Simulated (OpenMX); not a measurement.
# GaF in OpenMX: the effect of dispersion

GaF:

```
Ga F
1.0
     3.16592    0.00000    0.00000
     0.00000    3.16592    0.00000
     0.00000    0.00000    3.16592
Ga F
1 1
Direct
  0.00000 0.00000 0.00000
  0.50000 0.50000 0.50000
```

The cell was built by a generator and needn't be a form met in nature.

Alike in all runs:

```yaml
Program: OpenMX 3.8.5
Task: single point
Functional: PBE
Potentials_or_basis: OpenMX 2013 PBE set, Ga7.0-s3p2d2, F6.0-s2p2d1, grid cutoff 500 Ry
k_mesh: 7 × 7 × 7
Occupations: fermi-dirac, width 0.05 eV
Spin: no spin polarisation
```

```tsv
dispersion	pressure (GPa)
none	0.5
D3	?
D3(BJ)	7.5
D4	-0.4
```

**Question.** What does the run with dispersion D3 give?

**Answer.** Pressure 5.3 GPa.

Caveats: the basis of atomic orbitals isn't converged, which shifts pressures, moduli and gaps.
